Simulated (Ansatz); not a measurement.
**doublet [SnF2]+ at 6 levels**

Wanted: a comparison of 6 runs (UHF/STO-3G, U-r2SCAN0/STO-3G, U-wB97X/STO-3G, RPA@PBE/STO-3G, UCCSDT(Q)/STO-3G, UCCSD(T)/STO-3G) of doublet [SnF2]+. 

The calculation is run with Ansatz 0.2.0.

54 further runs of the same task are left out: 21 that didn't finish, 33 set aside as unsound or not needed.

**1. The system as given**

[SnF2]+: 3 atoms, total charge +1, spin state doublet. As SMILES of the parent species, `[F][Sn][F]`. The shape comes from GFN2-xTB, which is rough for such elements, and wasn't checked as a minimum. That shape belongs to the parent species and isn't relaxed for this state.

Bond lengths: Sn1–F2 2.077 Å, Sn1–F3 2.076 Å. Angles: F2–Sn1–F3 102.6°.

**2. A single-point energy at UHF/STO-3G (run 1)**

Input file run.yaml:

```yaml
crystal:
  periodic: [false, false, false]
  atoms:
    - {symbol: Sn, position_ang: [0.005290, -0.007560, -0.865150]}
    - {symbol: F, position_ang: [1.618310, -0.021230, 0.443060]}
    - {symbol: F, position_ang: [-1.623610, 0.028790, 0.422090]}
basis:
  gaussian:
    orbitals: STO-3G
total_charge: 1
magnetization:
  spin_polarized: true
  initial_magnetization: 1
hamiltonian:
  xc: hf
accuracy: high
```

Started as:

```bash
$ ansatz run run.yaml --threads 1 --pin off --max-ram 2610MiB --events-out events.jsonl --progress --plain --runs-dir runs
```

The log of the run:

```text
Warning: RAYON_NUM_THREADS=1 ignored (pool sized by the plan → 1); use --threads N
Functional definition: HF
  name "HF"
  exchange = exact_x
  correlation = 0
670 factors; integrals over basis functions are off by at most 4.9e-9 eV
mean field evaluation 1: about -167587.7943 eV, gradient 2.4e1 eV
mean field evaluation 2: about -167587.8765 eV, gradient 2.4e1 eV
mean field evaluation 4: about -167597.7287 eV, gradient 4.1e0 eV
mean field evaluation 8: about -167598.5007 eV, gradient 3.4e-1 eV
mean field evaluation 16: about -167598.4855 eV, gradient 2.7e-6 eV
mean field evaluation 32: about -167597.7953 eV, gradient 3.2e0 eV
mean field evaluation 64: about -167598.1273 eV, gradient 1.2e0 eV
mean field evaluation 96: about -167597.3136 eV, gradient 8.1e-1 eV
mean field evaluation 128: about -167593.5392 eV, gradient 3.1e0 eV
mean field evaluation 160: about -167592.6030 eV, gradient 4.4e0 eV
mean field evaluation 192: about -167598.1166 eV, gradient 1.8e0 eV
mean field -167598.48547698 eV, -6159.1307389455 hartree, gradient 6.4e-8 eV, S^2 1.004237; 4 other end points of the search recorded, 0 dependent functions left out
reference -167598.48547698 eV, -6159.1307389455 hartree; 34, 33 occupied and 3, 4 virtual orbitals, 670 factors
Total energy: -167598.48547698 eV, -6159.1307389455 hartree
```

Run time: 3.3 s. Hardware: 1 thread of Arm Neoverse V1, shared host; peak memory 0.12 GiB.

**3. A single-point energy at U-r2SCAN0/STO-3G (run 2)**

Input file molecule.yaml:

```yaml
crystal:
  periodic: [false, false, false]
  atoms:
    - {symbol: Sn, position_ang: [0.005290, -0.007560, -0.865150]}
    - {symbol: F, position_ang: [1.618310, -0.021230, 0.443060]}
    - {symbol: F, position_ang: [-1.623610, 0.028790, 0.422090]}
basis:
  gaussian: {orbitals: STO-3G}
total_charge: 1
magnetization: {spin_polarized: true, initial_magnetization: 1}
hamiltonian: {xc: {name: r2SCAN0}}
accuracy: high
```

Started as:

```bash
$ ansatz run molecule.yaml --threads 1 --pin off --max-ram 2610MiB --events-out events.jsonl --progress --plain --runs-dir runs
```

The log of the run:

```text
Warning: RAYON_NUM_THREADS=1 ignored (pool sized by the plan → 1); use --threads N
Functional definition: r2SCAN0
  name "r2SCAN0"
  parameter a = 0.25
  parameter k0 = 0.174
  parameter k1 = 0.065
  parameter a1 = 4.9479
  exchange = (1 - a)*r2scan_x(k0 = k0, k1 = k1, a1 = a1) + a*exact_x
  correlation = r2scan_c
670 factors; integrals over basis functions are off by at most 4.9e-9 eV
mean field evaluation 1: about -167666.4910 eV, gradient 2.7e1 eV
mean field evaluation 2: about -167592.0314 eV, gradient 8.5e1 eV
mean field evaluation 4: about -167678.5134 eV, gradient 4.2e0 eV
mean field evaluation 8: about -167678.6760 eV, gradient 1.9e-1 eV
mean field evaluation 16: about -167678.6769 eV, gradient 1.2e-4 eV
mean field evaluation 32: about -167677.7044 eV, gradient 5.6e0 eV
mean field -167678.67690898 eV, -6162.0777197156 hartree, gradient 4.9e-8 eV, S^2 0.781902; 3 other end points of the search recorded, 0 dependent functions left out
reference -167678.67690939 eV, -6162.0777197308 hartree; 34, 33 occupied and 3, 4 virtual orbitals, 670 factors
Total energy: -167678.67690939 eV, -6162.0777197308 hartree
```

Run time: 13 s. Hardware: 1 thread of Arm Neoverse V1, shared host; peak memory 0.28 GiB.

Runs 3 to 5 aren't shown in full; the table further down has their settings and results.

**4. A single-point energy at UCCSD(T)/STO-3G (run 6)**

Input file input.yaml:

```yaml
crystal:
  periodic: [false, false, false]
  atoms:
    - {symbol: Sn, position_ang: [0.005290, -0.007560, -0.865150]}
    - {symbol: F, position_ang: [1.618310, -0.021230, 0.443060]}
    - {symbol: F, position_ang: [-1.623610, 0.028790, 0.422090]}
basis:
  gaussian:
    orbitals: STO-3G
total_charge: 1
magnetization:
  spin_polarized: true
  initial_magnetization: 1
correlation:
  method: ccsd_t
  frozen_orbitals: {F: 1, Sn: 18}
accuracy: high
scf:
  omitted_lower_state_checks: [cluster_reference, increment]
```

Started as:

```bash
$ ansatz run input.yaml --threads 1 --pin off --max-ram 2610MiB --events-out events.jsonl --progress --plain --runs-dir runs
```

The log of the run:

```text
Warning: RAYON_NUM_THREADS=1 ignored (pool sized by the plan → 1); use --threads N
[... 4 set-up lines as earlier in the session ...]
these checks for a lower state are left out or cut short: cluster_reference, increment
670 factors; integrals over basis functions are off by at most 4.9e-9 eV
mean field evaluation 1: about -167587.7943 eV, gradient 2.4e1 eV
mean field evaluation 2: about -167587.8765 eV, gradient 2.4e1 eV
mean field evaluation 4: about -167597.7287 eV, gradient 4.1e0 eV
mean field evaluation 8: about -167598.5007 eV, gradient 3.4e-1 eV
mean field evaluation 16: about -167598.4855 eV, gradient 2.7e-6 eV
mean field evaluation 32: about -167598.4824 eV, gradient 2.1e-1 eV
mean field evaluation 64: about -167598.3699 eV, gradient 1.5e0 eV
mean field -167598.48547698 eV, -6159.1307389455 hartree, gradient 6.4e-8 eV, S^2 1.004237; 7 other end points of the search recorded, 0 dependent functions left out
20 core orbitals not correlated: weight in the atoms' cores, before any rotation towards them, 1.000 or more for the frozen orbitals, at most 0.000 for the correlated occupied ones
reference -167598.48547698 eV, -6159.1307389455 hartree; 14, 13 occupied and 3, 4 virtual orbitals, 670 factors
second order -1.51063275 eV of doubles, -0.00000000 eV of singles
cycle   1  -1.88029537 eV  change   -3.7e-1 eV  update   1.4e-1
cycle   2  -2.32263862 eV  change   -4.4e-1 eV  update   7.8e-2
cycle   3  -2.76253582 eV  change   -4.4e-1 eV  update   6.2e-2
cycle   4  -2.75507076 eV  change    7.5e-3 eV  update   2.3e-2
cycle   5  -2.79145994 eV  change   -3.6e-2 eV  update   1.1e-2
cycle   6  -2.82592971 eV  change   -3.4e-2 eV  update   5.6e-3
cycle   7  -2.81797366 eV  change    8.0e-3 eV  update   3.3e-3
cycle   8  -2.81438304 eV  change    3.6e-3 eV  update   1.9e-3
cycle   9  -2.81940656 eV  change   -5.0e-3 eV  update   1.1e-3
cycle  10  -2.81772931 eV  change    1.7e-3 eV  update   7.6e-4
cycle  11  -2.81738671 eV  change    3.4e-4 eV  update   5.7e-4
cycle  12  -2.81722195 eV  change    1.6e-4 eV  update   3.2e-4
cycle  13  -2.81715928 eV  change    6.3e-5 eV  update   2.0e-4
cycle  14  -2.81721397 eV  change   -5.5e-5 eV  update   1.0e-4
cycle  15  -2.81727707 eV  change   -6.3e-5 eV  update   5.6e-5
cycle  16  -2.81723278 eV  change    4.4e-5 eV  update   2.6e-5
cycle  17  -2.81723897 eV  change   -6.2e-6 eV  update   1.3e-5
cycle  18  -2.81723446 eV  change    4.5e-6 eV  update   7.1e-6
cycle  19  -2.81723913 eV  change   -4.7e-6 eV  update   4.1e-6
cycle  20  -2.81724163 eV  change   -2.5e-6 eV  update   2.1e-6
cycle  21  -2.81724098 eV  change    6.5e-7 eV  update   1.2e-6
cycle  22  -2.81723942 eV  change    1.6e-6 eV  update   7.2e-7
cycle  23  -2.81723924 eV  change    1.8e-7 eV  update   4.5e-7
cycle  24  -2.81723891 eV  change    3.4e-7 eV  update   3.5e-7
cycle  25  -2.81723906 eV  change   -1.6e-7 eV  update   2.9e-7
cycle  26  -2.81723916 eV  change   -9.8e-8 eV  update   2.3e-7
cycle  27  -2.81723932 eV  change   -1.6e-7 eV  update   1.7e-7
cycle  28  -2.81723948 eV  change   -1.6e-7 eV  update   1.2e-7
cycle  29  -2.81723941 eV  change    6.9e-8 eV  update   9.8e-8
cycle  30  -2.81723939 eV  change    1.8e-8 eV  update   6.9e-8
cycle  31  -2.81723919 eV  change    2.0e-7 eV  update   2.0e-7
cycle  32  -2.81723916 eV  change    2.8e-8 eV  update   1.1e-7
cycle  33  -2.81723907 eV  change    9.0e-8 eV  update   7.2e-8
cycle  34  -2.81723901 eV  change    6.1e-8 eV  update   4.5e-8
cycle  35  -2.81723896 eV  change    5.1e-8 eV  update   2.5e-8
cycle  36  -2.81723893 eV  change    2.6e-8 eV  update   1.3e-8
cycle  37  -2.81723893 eV  change    3.5e-9 eV  update   8.1e-9
cycle  38  -2.81723893 eV  change    4.8e-9 eV  update   4.4e-9
cycle  39  -2.81723893 eV  change  -3.0e-10 eV  update   2.4e-9
perturbative correction -0.24472870 eV, -0.0089936138 hartree
Total energy: -167601.54744461 eV, -6159.2432641802 hartree
Checks for a lower state left out: cluster_reference, increment
```

Wall time 3.6 s (1 thread of Arm Neoverse V1, shared host); peak memory 0.13 GiB.

**5. The series**

```tsv
run	level	frozen core orbitals	energy (Eh)	⟨S²⟩	wall time
1	UHF/STO-3G	–	-6159.130739	1.004	3.3 s
2	U-r2SCAN0/STO-3G	–	-6162.077720	0.782	13 s
3	U-wB97X/STO-3G	–	-6161.971462	0.782	19 s
4	RPA@PBE/STO-3G	20	-6159.318191	0.754	13 s
5	UCCSDT(Q)/STO-3G	20	-6159.253774	1.004	14 s
6	UCCSD(T)/STO-3G	20	-6159.243264	1.004	3.6 s
```

**6. Outcome**

```
                                           quantity           value
                                run 6: total energy  -6159.24326 Eh
run 6: correlation energy (20 core orbitals frozen)      -112.5 mEh
                              run 6: (T) correction       -8.99 mEh
           run 6: ⟨S²⟩ of the reference determinant           1.004
                               run 6: T1 diagnostic           0.045
```

**Reading.** Below the UHF energy at the same shape and in the same basis (STO-3G): UCCSDT(Q) -123.0 mEh; UCCSD(T) -112.5 mEh. Totals of different functionals can't be ranked against each other. In runs 1, 2, 3, 4, 5, 6 the basis is minimal, so the values are rough. In runs 1, 2, 3, 4, 5, 6 relativity is left out where basis or elements ask for it. Spin contamination of the reference: run 1 ⟨S²⟩ = 1.00, run 5 ⟨S²⟩ = 1.00, run 6 ⟨S²⟩ = 1.00. All runs together took 66 s, the longest 19 s.
